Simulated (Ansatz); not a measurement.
# LaCoSi3: the cost of one run

Program: Ansatz 0.2.0. Level of theory: DFT PBEsol, scalar-relativistic, plane waves, PAW. These are calculated values, not measurements.

### 1 The system as given

The cell holds 20 atoms (Co3La4Si12Sm): a = 5.850 Å, b = 5.850 Å, c = 9.567 Å, α = 90.00°, β = 90.00°, γ = 90.00°.

The coordinates of this cell stand in the input of its own run.

The host was relaxed before at PBEsol: a = 4.178 Å, b = 4.178 Å, c = 9.673 Å, α = 90.00°, β = 90.00°, γ = 90.00° (conventional cell), 16.887 Å³/atom.

Places, in fractions of the supercell: Sm in place of Co at (0.000, 0.000, 0.338). The start keeps the symmetry of the ideal site.

### 2 The perfect crystal in the supercell of 20 atoms

The input, input.yaml:

```yaml
crystal:
  lattice:
    - [4.1367535661, -4.1367535661, 0.0]
    - [-4.1367535661, -4.1367535661, 0.0]
    - [0.0, 0.0, -9.5671083186]
  atoms:
    - { symbol: Co, position: [0.0, 0.0, 0.3381877712] }
    - { symbol: Co, position: [0.5, 0.0, 0.8381877712] }
    - { symbol: Co, position: [0.5, 0.5, 0.3381877712] }
    - { symbol: Co, position: [0.0, 0.5, 0.8381877712] }
    - { symbol: La, position: [0.0, 0.5, 0.4948537481] }
    - { symbol: La, position: [0.5, 0.5, 0.9948537481] }
    - { symbol: La, position: [0.5, 1.0, 0.4948537481] }
    - { symbol: La, position: [0.0, 1.0, 0.9948537481] }
    - { symbol: Si, position: [0.0, 0.0, 0.5740912931] }
    - { symbol: Si, position: [0.5, 0.0, 0.0740912931] }
    - { symbol: Si, position: [0.5, 0.5, 0.5740912931] }
    - { symbol: Si, position: [0.0, 0.5, 0.0740912931] }
    - { symbol: Si, position: [0.25, 0.25, 0.2389340988] }
    - { symbol: Si, position: [0.75, 0.25, 0.7389340988] }
    - { symbol: Si, position: [0.75, 0.75, 0.2389340988] }
    - { symbol: Si, position: [0.25, 0.75, 0.7389340988] }
    - { symbol: Si, position: [0.75, 0.25, 0.2389340988] }
    - { symbol: Si, position: [0.25, 0.25, 0.7389340988] }
    - { symbol: Si, position: [0.25, 0.75, 0.2389340988] }
    - { symbol: Si, position: [0.75, 0.75, 0.7389340988] }
basis:
  ecutwfc: 420
  xc_grid: 2
kpoints:
  mp_grid: { grid: [4, 4, 2], shift: [0.5, 0.5, 0.5] }
hamiltonian:
  xc: pbesol
scf:
  occupations: { method: gaussian, width: 0.05 }
output:
  forces: true
  stress: true
  eigenvalues: true
  write_density: true
  write_potential: true
  elf: true
  volumetric_format: npy
```

On the command line:

```
ansatz run input.yaml --threads 8 --pin off --max-ram 14336MiB --backend cpu --events-out ev --progress --plain --runs-dir out
```

Q: Estimate wall time and peak memory on 8 threads of Intel Xeon Platinum 8259CL at 2.50GHz (Skylake/Cascade Lake), shared host.

About 3.4 s, with a peak of 0.91 GiB.
